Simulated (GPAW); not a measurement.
# WS (I4/mmm) in GPAW: a series of runs, part 2 of 2

GPAW 26.7.0. The steps go on from the part before.

**4. Single point, r2SCAN+U**

Contents of run.py:

```python
from ase import Atoms
from ase.dft.bandgap import bandgap
from ase.io import write
from ase.units import GPa
from gpaw import GPAW, PW

atoms = Atoms(['W', 'S'],
              cell=[[-2.15646527, 2.15646527, 2.47472653],
                    [2.15646527, -2.15646527, 2.47472653],
                    [2.15646527, 2.15646527, -2.47472653]],
              scaled_positions=[[0.5, 0.5, 0.0],
                                [0.0, 0.0, 0.0]],
              pbc=True)

calc = GPAW(mode=PW(600),
            xc='MGGA_X_R2SCAN+MGGA_C_R2SCAN',
            kpts={'size': (8, 8, 8), 'gamma': True},
            occupations={'name': 'fermi-dirac', 'width': 0.05},
            setups={'W': ':d,5.0'},
            nbands=20,
            convergence={'density': 1e-05, 'energy': 1e-05},
            maxiter=150,
            txt='gpaw.txt')
atoms.calc = calc
energy = atoms.get_potential_energy()
forces = atoms.get_forces()
stress = atoms.get_stress()
calc.write('gs.gpw')
write('result.traj', atoms)
print(f'Energy: {energy:.6f} eV')
print('Forces (eV/A):')
print(forces.round(4))
print('Stress (GPa):', (stress / GPa).round(3))
print('Fermi level:', round(calc.get_fermi_level(), 4), 'eV')
print(f'Gap: {bandgap(calc)[0]:.4f} eV, direct: {bandgap(calc, direct=True)[0]:.4f} eV')
```

Potentials or basis: GPAW PAW data sets (gpaw-data 1.2.1), pw.

On the command line:

```
$ OMP_NUM_THREADS=1 python run.py
```

gpaw.txt:

```text
__  _  _
 | _ |_)|_||  |
 |__||  | ||/\| - 26.7.0

Input parameters:
  mode=PW(ecut=600.0),
  convergence={'density': 1e-05, 'energy': 1e-05},
  kpts=MonkhorstPack(size=(8, 8, 8), gamma=True),
  maxiter=150,
  nbands=20,
  occupations=Occupations(name='fermi-dirac', width=0.05),
  setups={'W': ':d,5.0'},
  xc=XC(name='MGGA_X_R2SCAN+MGGA_C_R2SCAN')

Diagonalizing LCAO Hamiltonian
Converting LCAO to pw mode

       W

       S

Atoms  # Å, Bohr magnetons
|   | symbol |        x |        y |        z |    initial magnetic moments |
|---|--------|----------|----------|----------|-----------------------------|
| 0 |      W | 0.000000 | 0.000000 | 2.474727 | ( 0.0000,  0.0000,  0.0000) |
| 1 |      S | 0.000000 | 0.000000 | 0.000000 | ( 0.0000,  0.0000,  0.0000) |

Unit cell  # Å
| periodic |         x |         y |         z |  lengths |     angles |
|----------|-----------|-----------|-----------|----------|------------|
|      yes | -2.156465 |  2.156465 |  2.474727 | 3.927462 | 113.393049 |
|      yes |  2.156465 | -2.156465 |  2.474727 | 3.927462 | 113.393049 |
|      yes |  2.156465 |  2.156465 | -2.474727 | 3.927462 | 101.883765 |

Number of symmetries: 16
Symmetry operations  # r_c * U_cc + t_c -> r_c
|    | kind |            matrix            |
|----|------|------------------------------|
|  0 |  σ   |  1, 1, 1,  0, 0,-1,  0,-1, 0 |
|  1 |  C4  |  1, 1, 1,  0, 0,-1, -1, 0, 0 |
|  2 |  E   |  1, 0, 0,  0, 1, 0,  0, 0, 1 |
|  3 |  σ   |  1, 0, 0,  0, 1, 0, -1,-1,-1 |
|  4 |  σ   |  0, 1, 0,  1, 0, 0,  0, 0, 1 |
|  5 |  C2  |  0, 1, 0,  1, 0, 0, -1,-1,-1 |
|  6 |  C2  |  0, 0, 1, -1,-1,-1,  1, 0, 0 |
|  7 |  S4  |  0, 0, 1, -1,-1,-1,  0, 1, 0 |
|  8 |  C4  |  0, 0,-1,  1, 1, 1,  0,-1, 0 |
|  9 |  σ   |  0, 0,-1,  1, 1, 1, -1, 0, 0 |
| 10 |  σ   |  0,-1, 0, -1, 0, 0,  1, 1, 1 |
| 11 |  C2  |  0,-1, 0, -1, 0, 0,  0, 0,-1 |
| 12 |  C2  | -1, 0, 0,  0,-1, 0,  1, 1, 1 |
| 13 |  i   | -1, 0, 0,  0,-1, 0,  0, 0,-1 |
| 14 |  S4  | -1,-1,-1,  0, 0, 1,  1, 0, 0 |
| 15 |  C2  | -1,-1,-1,  0, 0, 1,  0, 1, 0 |

BZ-sampling:
  Number of BZ points: 512
  Number of IBZ points: 59

  Monkhorst-Pack size: [8, 8, 8]
  Monkhorst-Pack shift: [0.0625, 0.0625, 0.0625]

K-points  # in reciprocal-cell coordinates
|     |                                coordinates |     weight |
|-----|--------------------------------------------|------------|
|   0 | (  0.00000000,   0.00000000,   0.00000000) | 0.00195312 |
|   1 | (  0.12500000,  -0.12500000,   0.00000000) | 0.00781250 |
|   2 | (  0.12500000,  -0.12500000,   0.12500000) | 0.00781250 |
|   3 | (  0.12500000,   0.00000000,   0.00000000) | 0.01562500 |
|   4 | (  0.12500000,   0.12500000,  -0.12500000) | 0.00390625 |
|   5 | (  0.25000000,  -0.25000000,   0.00000000) | 0.00781250 |
|   6 | (  0.25000000,  -0.25000000,   0.12500000) | 0.01562500 |
|   7 | (  0.25000000,  -0.25000000,   0.25000000) | 0.00781250 |
|   8 | (  0.25000000,  -0.12500000,   0.00000000) | 0.03125000 |
|   9 | (  0.25000000,  -0.12500000,   0.12500000) | 0.01562500 |
| ... |                                            |            |
|  58 | (  0.50000000,   0.50000000,   0.50000000) | 0.00195312 |

Plane wave coefficients: 1554
Cutoff: 600.0 eV

Spin-components: 1 (collinear spins)
Bands:           20
Projectors:      11
Spin-degeneracy: 2
Datatype:        complex128

Parallelization:
  kpt:    1
  domain: 1
  band:   1

Density:
  Valence electrons: 20.0
  Components: 1
  Grid points: [24 24 24]
  Charge: 0.0  # |e|

Potential:
  Grid points: [24 24 24]

species:
  W:
    name:    Tungsten
    Z:       74.0
    valence: 14
    core:    60
    charge:  0.0  # [|e|]
    Hubbard: {U: 5.0,  # eV
              l: 2,
              scale: True}
    compensation charges:
      type: gauss
      rc: 0.40  # [Å]
      lmax: 2
    cutoffs:
      filter: 2.36  # [Å]
      core: 3.02  # [Å]
    projectors
    | kind |    occ | energy [eV] | rcut [Å] |
    |------|--------|-------------|----------|
    |   5s |  2.000 |     -78.830 |    1.344 |
    |   6s |  2.000 |      -5.697 |    1.344 |
    |   5p |  6.000 |     -43.233 |    1.355 |
    |   6p |  0.000 |      -1.367 |    1.355 |
    |   5d |  4.000 |      -4.494 |    1.228 |
    |    d |        |      22.717 |    1.228 |

    Using partial waves for W as LCAO basis

  S:
    name:    Sulfur
    Z:       16.0
    valence: 6
    core:    10
    charge:  0.0  # [|e|]
    compensation charges:
      type: gauss
      rc: 0.24  # [Å]
      lmax: 2
    cutoffs:
      filter: 1.77  # [Å]
      core: 1.66  # [Å]
    projectors
    | kind |    occ | energy [eV] | rcut [Å] |
    |------|--------|-------------|----------|
    |   3s |  2.000 |     -17.254 |    0.974 |
    |   3p |  4.000 |      -7.008 |    0.979 |
    |    s |        |       9.957 |    0.974 |
    |    p |        |      20.203 |    0.979 |
    |    d |        |       0.000 |    0.900 |

    Using partial waves for S as LCAO basis

Reference energy: -449629.291553  # eV

eigensolver:
  PPCG
  Converge bands: occupied
  niter=2

density mixing:
  MSR1-Mixer
  Pratt-step length: 0.05
  Maximum mixing coefficient: 0.75
  Old densities: 10
  SVD Regularization: 0.005
  Good broyden scale: 1.0
  Trust region scale: 1.0
  Backstep threshold: 4.0
  History deletion threshold: 6.0
  Fourier metric: weight=20.0, sigma=0.015

occupation numbers:
  Fermi-Dirac:
    width: 0.0500  # eV

poisson solver:
  ecut: 4800.0  # eV

xc functional:
  name: MGGA_X_R2SCAN+MGGA_C_R2SCAN with 2 nearest neighbor stencil

convergence criteria:
- Maximum integral of absolute [dens]ity change: 1e-05 electrons / valence electron
- Maximum [total energy] change in last 3 cyles: 1e-05 eV / valence electron
- Maximum integral of absolute [eigenst]ate change: 4e-08 eV^2 / valence electron
maximum number of iterations: 150

SCF iterations
|iter     | |      energy | eigst |  dens |
|---------|-|-------------|-------|-------|
|iter:   1| |  -28.252845 | +0.11 |       |
|iter:   2| |  -23.447189 | -1.55 | -1.20 |
|iter:   3| |  -23.489382 | -2.25 | -1.32 |
|iter:   4| |  -23.790386 | -2.33 | -1.50 |
|iter:   5| |  -25.034710 | -2.08 | -1.46 |
|iter:   6| |  -25.763600 | -2.06 | -1.49 |
|iter:   7| |  -25.891330 | -2.55 | -1.74 |
|iter:   8| |  -25.907795 | -3.15 | -1.97 |
|iter:   9| |  -25.917383 | -3.52 | -2.35 |
|iter:  10| |  -25.924784 | -3.61 | -2.52 |
|iter:  11| |  -25.926407 | -4.25 | -2.70 |
|iter:  12| |  -25.926139 | -3.81 | -2.79 |
|iter:  13| |  -25.926703 | -4.25 | -2.90 |
|iter:  14| |  -25.926995 | -4.67 | -3.19 |
|iter:  15| |  -25.927081 | -5.45 | -3.31 |
|iter:  16| |  -25.927075c| -6.86 | -4.32 |
|iter:  17| |  -25.927072c| -8.16c| -4.68 |
|iter:  18| |  -25.927070c| -8.33c| -4.99 |
|iter:  19| |  -25.927070c| -9.28c| -6.21c|

Converged in 19 steps
Energy contributions relative to reference atoms: (reference = -449629.291553)

Energy contributions:
  Kinetic:           1.209357
  Coulomb:          -0.052483
  Zero:             -0.335120
  External:          0.000000
  Xc:              -26.740288
  Entropy:          -0.017073
  Spinorbit:         0.000000
  ----------------------------
  Free energy:     -25.935606
  Extrapolated:    -25.927070

dipole moment: (-14.802431, -14.802431, 1.158408)  # |e|*Ang

Fermi level: 7.712
Eigenvalues  # (at kpt = [0.000, 0.000, 0.000])
| band index |      eig [eV] | occ [0-2] |
|------------|---------------|-----------|
|          0 |       -68.795 |     2.000 |
|        ... |               |           |
|          4 |        -7.863 |     2.000 |
|          5 |         3.764 |     2.000 |
|          6 |         3.962 |     2.000 |
|          7 |         4.522 |     2.000 |
|          8 |         4.522 |     2.000 |
|          9 |         5.907 |     2.000 |
[... 8 lines left out ...]
|         18 |        19.146 |     0.000 |
|         19 |        19.146 |     0.000 |

No gap
No difference between direct/indirect transitions

Forces  # eV/Ang
|       x |        y |        z |
|---------|----------|----------|
| 0.00000 |  0.00000 |  0.00000 |  # W    0
| 0.00000 | -0.00000 | -0.00000 |  # S    1

Stress tensor  # eV/Ang^3
|        x |        y |        z |
|----------|----------|----------|
| 0.098421 | 0.000000 | 0.000000 |
| 0.000000 | 0.098421 | 0.000000 |
| 0.000000 | 0.000000 | 0.092735 |

# Writing to gs.gpw (mode='')
```

It took 3 min on 1 thread of Arm Neoverse V2, shared host; peak memory 0.32 GiB.

Results:

```yaml
Free_energy: -25.9356 eV
Pressure: -15.5 GPa
Band_gap_on_the_k_mesh: none (metal or under the smearing width)
```

Caveat: the PAW data sets were made with another functional, which shifts forces and pressure a little; U without spin polarisation on a metal has little footing. Spin-orbit coupling is left out, which matters for the levels of W.

**5. Single point, r2SCAN+U**

Edit run.py of step 4 so:

```diff
@@ -18,3 +18,3 @@
             occupations={'name': 'fermi-dirac', 'width': 0.05},
-            setups={'W': ':d,5.0'},
+            setups={'W': ':d,6.0'},
             nbands=20,
```

On the command line:

```
$ OMP_NUM_THREADS=1 python run.py
```

Wall time 2.6 min (1 thread of Arm Neoverse V2, shared host); peak memory 0.32 GiB.

The run converged. Its results:

* Free energy: -25.4263 eV
* Pressure: -14.1 GPa
* Band gap on the k mesh: none (metal or under the smearing width)

Stress tensor (GPa, compression positive):
```
-15.06   0.00   0.00
  0.00 -15.06   0.00
  0.00   0.00 -12.31
```

Levels at points of the mesh, in eV from the Fermi level:
| k point | band 7 | band 8 | band 9 | band 10 | band 11 | band 12 | band 13 | band 14 |
| --- | --- | --- | --- | --- | --- | --- | --- | --- |
| (0.00, 0.00, 0.00) | -3.78 | -3.23 | -3.23 | -1.83 | -1.83 | -1.22 | 1.32 | 2.09 |
| (0.50, 0.00, 0.50) | -5.59 | -4.90 | -4.18 | 0.66 | 0.97 | 1.96 | 3.75 | 4.28 |
| (0.50, 0.50, 0.00) | -4.62 | -4.58 | -3.62 | -2.65 | 0.14 | 0.46 | 1.96 | 4.03 |
| (0.50, 0.50, 0.50) | -5.76 | -4.73 | -4.73 | 0.17 | 0.23 | 0.23 | 3.38 | 3.43 |

Caveat: the PAW data sets were made with another functional, which shifts forces and pressure a little; U without spin polarisation on a metal has little footing. The run has no spin-orbit coupling, so splittings on W are missing.

**6. Single point, r2SCAN+U**

Edit run.py of step 5 so:

```diff
@@ -18,3 +18,3 @@
             occupations={'name': 'fermi-dirac', 'width': 0.05},
-            setups={'W': ':d,6.0'},
+            setups={'W': ':d,8.0'},
             nbands=20,
```

Potentials or basis: GPAW PAW data sets (gpaw-data 1.2.1), pw.

On the command line:

```
$ OMP_NUM_THREADS=1 python run.py
```

Run time: 2.6 min. Hardware: 1 thread of Arm Neoverse V2, shared host; peak memory 0.32 GiB.

Results (log left out):

| Item | Value |
| --- | --- |
| Free energy | -24.5583 eV |
| Pressure | -11.7 GPa |
| Band gap on the k mesh | none (metal or under the smearing width) |

Stress tensor (GPa, compression positive):
```
-13.79   0.00   0.00
  0.00 -13.79   0.00
  0.00   0.00  -7.42
```

Levels at points of the mesh, in eV from the Fermi level:
| k point | band 8 | band 9 | band 10 | band 11 | band 12 | band 13 |
| --- | --- | --- | --- | --- | --- | --- |
| (0.00, 0.00, 0.00) | -3.31 | -3.31 | -1.87 | -1.87 | -1.12 | 1.84 |
| (0.50, 0.00, 0.50) | -4.94 | -4.79 | 0.68 | 1.00 | 1.82 | 4.05 |
| (0.50, 0.50, 0.00) | -4.72 | -3.71 | -2.71 | 0.15 | 0.47 | 2.53 |
| (0.50, 0.50, 0.50) | -4.84 | -4.84 | 0.06 | 0.24 | 0.24 | 4.22 |

Caveat: the PAW data sets were made with another functional, which shifts forces and pressure a little; U without spin polarisation on a metal has little footing. The run has no spin-orbit coupling, so splittings on W are missing.

**7. The runs side by side**

| U | gap on the mesh (eV) | pressure (GPa) |
| --- | --- | --- |
| W d U = 3 eV | none | -19.1 |
| W d U = 4 eV | none | -17.0 |
| W d U = 5 eV | none | -15.5 |
| W d U = 6 eV | none | -14.1 |
| W d U = 8 eV | none | -11.7 |

Alike in all rows: task single point; level r2SCAN+U; potentials or basis GPAW PAW data sets (gpaw-data 1.2.1), pw; no spin polarisation; cell as given; k mesh 8 × 8 × 8; cutoff (eV) 600; smearing fermi-dirac 0.05 eV.

Every run on the cell as given and a fine mesh finds a metal.

Caveats: the PAW data sets were made with another functional, which shifts forces and pressure a little; U without spin polarisation on a metal has little footing.

Absolute energies hang on the potentials; compare differences alone.
